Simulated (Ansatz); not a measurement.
K3Eu, space group Fm-3m: a comparison of magnetic orders, run with Ansatz 0.2.0, Python API.

The script, `k3eu_orders.py`:
```python
"""Magnetic orders of K3Eu compared."""

import ansatz as az
import numpy as np


def count_gap(report):
    # lowest empty less highest filled band, counting bands; zero where they overlap
    return max(report.get("gap_by_band_count_ev") or 0.0, 0.0)

CELL = [
    (0.0, 5.091965, 5.091965),
    (10.18393, 0.0, 10.18393),
    (5.091965, 5.091965, 0.0),
]
ATOMS = [
    ("K", (0.25, 0.125, 0.25)),
    ("K", (0.75, 0.375, 0.75)),
    ("K", (0.5, 0.25, 0.5)),
    ("Eu", (0.0, 0.0, 0.0)),
    ("K", (0.25, 0.625, 0.25)),
    ("K", (0.75, 0.875, 0.75)),
    ("K", (0.5, 0.75, 0.5)),
    ("Eu", (0.0, 0.5, 0.0)),
]


def with_moments(moments):
    crystal = az.Crystal(lattice=az.Lattice.of(CELL))
    for (symbol, position), moment in zip(ATOMS, moments):
        crystal = crystal.atom(symbol, position, moment=moment or None)
    return crystal


def main() -> None:
    # starting moments in muB, one an atom
    orders = {
        "FM": [0, 0, 0, 7, 0, 0, 0, 7],
        "AFM": [0, 0, 0, 7, 0, 0, 0, -7],
    }

    rows = []
    for label, moments in orders.items():
        base = (
            with_moments(moments).calculation()
            .functional("PBE")
            .basis(470)
            .kpoints(5)
            .occupations(az.OccupationsMethod.FERMI_DIRAC, width=0.1)
            .spin("collinear")
            .band_table()
        )
        r = base.run(threads=1, pin="off").report
        rows.append((label, r["free_energy_ev"], r["magnetization_mub"], r["absolute_magnetization_mub"], max(abs(m) for m in r["site_moments_mub"]), count_gap(r)))
        print(label, "site moments:", [round(m, 2) for m in r["site_moments_mub"]])

    lowest = min(row[1] for row in rows)
    rows = [(row[0], 1000 * (row[1] - lowest) / 2, *row[2:]) for row in sorted(rows, key=lambda row: row[1])]
    lines = [",".join(["order", "meV/magnetic atom", "net muB", "absolute muB", "largest site muB", "gap by band count eV"])] + [",".join(f"{v:.4f}" if isinstance(v, float) else str(v) for v in row) for row in rows]
    print("\n".join(lines))
    with open("orders.csv", "w") as handle:
        handle.write("\n".join(lines) + "\n")
    print("lowest of these starts:", rows[0][0])


if __name__ == "__main__":
    main()
```

Which magnetic state ends lowest, and by how much?

In order of energy: ferromagnetic (+0.0 meV an atom, largest site moment 7.16 μB) and antiferro- or ferrimagnetic (+0.0 meV an atom, largest site moment 7.16 μB). These are the states reached from the starts typed.

What the script printed:

`python k3eu_orders.py` gives:
```text
FM site moments: [0.04, 0.04, 0.02, 7.16, 0.04, 0.04, 0.02, 7.16]
AFM site moments: [0.02, -0.02, -0.0, 7.16, -0.02, 0.02, 0.0, -7.16]
order,meV/magnetic atom,net muB,absolute muB,largest site muB,gap by band count eV
FM,0.0000,15.0949,15.0949,7.1642,0.0000
AFM,0.0774,0.0000,15.1283,7.1641,0.0000
lowest of these starts: FM
```

Open f shells: without a Hubbard U, without spin-orbit coupling; the state reached hangs on the start and needn't be the lowest. A gap by band count of zero or less means overlapping bands, a metal. The structure comes from a database of computed cells and needn't be a stable or known phase. Levels are Kohn-Sham eigenvalues on this mesh, without spin-orbit coupling. Each row is the state reached from that start at the given structure, not necessarily the lowest of its order; other orders weren't tried. Finished in 4.3 min on 1 thread of Intel(R) Xeon(R) Platinum 8259CL CPU @ 2.50GHz (Skylake/Cascade Lake), on a shared host, peak memory 1.7 GiB.
